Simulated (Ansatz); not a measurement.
# Ti4SeBr8: the cost of one run

All numbers below are computed with Ansatz 0.2.0 (DFT PBE, plane waves, PAW, scalar-relativistic, no spin polarisation).

The COD entry's cell or inner coordinates are ideal or old and differ from later refinements, so a difference from it is no clean test against experiment.

### Step 1. The starting structure

The cell holds 13 atoms (Br8SeTi4): a = 7.258 Å, b = 7.258 Å, c = 17.869 Å, α = 90.00°, β = 90.00°, γ = 120.00°.

Structure file:

```xyz
13
Lattice="7.2580 0.0000 0.0000 -3.6290 6.2856 0.0000 0.0000 0.0000 17.8690" Properties=species:S:1:pos:R:3 pbc="T T T"
Ti    0.0000    0.0000    1.0000
Br    0.0000    2.0952    2.6230
Br    1.8145    1.0476    5.8690
Ti   -1.8145    3.1428    1.0000
Br   -1.8145    5.2380    2.6230
Br    0.0000    4.1904    5.8690
Ti    3.6290    0.0000    1.0000
Br    3.6290    2.0952    2.6230
Br    5.4435    1.0476    5.8690
Ti    1.8145    3.1428    1.0000
Br    1.8145    5.2380    2.6230
Br    3.6290    4.1904    5.8690
Se   -0.9668    2.5481    7.6290
```

### Step 2. Preparing the start

Input file input.yaml:

```yaml
crystal:
  lattice:
    - [7.258, 0.0, 0.0]
    - [-3.629, 6.285612, 0.0]
    - [0.0, 0.0, 17.869]
  atoms:
    - { symbol: Ti, position: [0.0, 0.0, 0.0559628] }
    - { symbol: Br, position: [0.1666667, 0.3333333, 0.1467905] }
    - { symbol: Br, position: [0.3333333, 0.1666667, 0.3284459] }
    - { symbol: Ti, position: [0.0, 0.5, 0.0559628] }
    - { symbol: Br, position: [0.1666667, 0.8333333, 0.1467905] }
    - { symbol: Br, position: [0.3333333, 0.6666667, 0.3284459] }
    - { symbol: Ti, position: [0.5, 0.0, 0.0559628] }
    - { symbol: Br, position: [0.6666667, 0.3333333, 0.1467905] }
    - { symbol: Br, position: [0.8333333, 0.1666667, 0.3284459] }
    - { symbol: Ti, position: [0.5, 0.5, 0.0559628] }
    - { symbol: Br, position: [0.6666667, 0.8333333, 0.1467905] }
    - { symbol: Br, position: [0.8333333, 0.6666667, 0.3284459] }
    - { symbol: Se, position: [0.069485, 0.4053892, 0.4269405] }
basis:
  ecutwfc: 420.0
kpoints:
  mp_grid: { grid: [2, 2, 1] }
hamiltonian:
  xc: pbe
scf:
  occupations: { method: fermi_dirac, width: 0.02 }
  lower_state_search: "off"
relax:
  f_tol: 0.08
  max_steps: 25
  adjacent_minimum: "off"
  constraints: [{ sites: [0, 3, 6, 9] }]
output:
  write_density: true
  write_potential: true
  elf: true
  volumetric_format: npy
```

Started as:

```
$ ansatz run input.yaml --threads 2 --pin off --max-ram 5120MiB --backend cpu --events-out ev --progress --plain --runs-dir out
```

What time and memory should one allow on 2 threads of Intel Xeon 6975P-C (Granite Rapids), shared host?

About 2.2 min, with a peak of 1.3 GiB.
